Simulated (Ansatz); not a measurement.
**FH₆NSi₂: basis-set convergence**

How large a basis does FH₆NSi₂ need? Two functionals are run in growing sets.

Program: Ansatz 0.2.0, Gaussian basis. Level of theory: one geometry, several basis sets. These are calculated values, not measurements.

Levels to be run: PBE0-D4/def2-SVP; ωB97M-V/def2-SVP; PBE0-D4/def2-QZVPP; ωB97M-V/def2-QZVPP; the functionals' def2-TZVPP values are taken from earlier runs.

## 1. The geometry

The geometry comes from an earlier relaxation with PBE0-D4 in a triple-zeta def2 set; it is a stationary point, not always the lowest conformer.

SMILES `N[SiH2][SiH2]F`, 10 atoms, charge 0, spin multiplicity 1.

Atoms are counted from 1 here; the program's logs count them from 0.

Bond lengths: N1–Si2 1.722 Å, N1–H5 1.008 Å, N1–H6 1.008 Å, Si2–Si3 2.346 Å, Si2–H7 1.496 Å, Si2–H8 1.489 Å, Si3–F4 1.612 Å, Si3–H9 1.488 Å, Si3–H10 1.487 Å. Angles: Si2–N1–H5 119.2°, Si2–N1–H6 120.0°, H5–N1–H6 110.7°, N1–Si2–Si3 107.7°, N1–Si2–H7 116.0°, N1–Si2–H8 108.4°, Si3–Si2–H7 108.9°, Si3–Si2–H8 109.2°, H7–Si2–H8 106.5°, Si2–Si3–F4 108.6°, Si2–Si3–H9 112.1°, Si2–Si3–H10 112.3°, F4–Si3–H9 107.7°, F4–Si3–H10 107.1°, H9–Si3–H10 108.8°.

## 2. PBE0-D4 in def2-SVP

The input, in.yaml:

```yaml
crystal:
  periodic: [false, false, false]
  atoms:
    - {symbol: N, position_ang: [-1.188812, 0.128236, -1.309938]}
    - {symbol: Si, position_ang: [-0.574815, -0.698136, 0.070851]}
    - {symbol: Si, position_ang: [1.383205, 0.401840, 0.747712]}
    - {symbol: F, position_ang: [1.056912, 1.970612, 0.928074]}
    - {symbol: H, position_ang: [-1.273924, 1.131927, -1.284558]}
    - {symbol: H, position_ang: [-1.934958, -0.279371, -1.850802]}
    - {symbol: H, position_ang: [-1.503468, -0.799884, 1.239777]}
    - {symbol: H, position_ang: [-0.239871, -2.093627, -0.326958]}
    - {symbol: H, position_ang: [1.889960, -0.106468, 2.050932]}
    - {symbol: H, position_ang: [2.468971, 0.293770, -0.262288]}
basis:
  gaussian: {orbitals: def2-SVP}
hamiltonian: {xc: pbe0, dispersion: d4}
output: {orbitals: {seedname: orbitals}}
```

Command:

```
$ ansatz run in.yaml --threads 2 --pin off --events-out ev --progress --plain --max-ram 4352MiB
```

The runs that follow: ωB97M-V in def2-SVP; PBE0-D4 in def2-QZVPP; ωB97M-V in def2-QZVPP.

Before running them: what should the planned runs give, taken together? Wanted: PBE0-D4: double and triple zeta above quadruple; ωB97M-V: double and triple zeta above quadruple.

**Answer**, as computed:

| quantity | value |
| --- | --- |
| PBE0-D4: double and triple zeta above quadruple | 11.94, 0.80 eV |
| ωB97M-V: double and triple zeta above quadruple | 12.07, 0.75 eV |

What this shows: For PBE0-D4 the step from double to triple zeta gains 11.14 eV and the next only 0.80 eV. Total energies overstate the basis error of differences, where much of it tends to cancel. The LUMO of ωB97M-V is positive and keeps falling with the basis (1.57 to 0.78 eV): an unbound level that the basis holds in place.
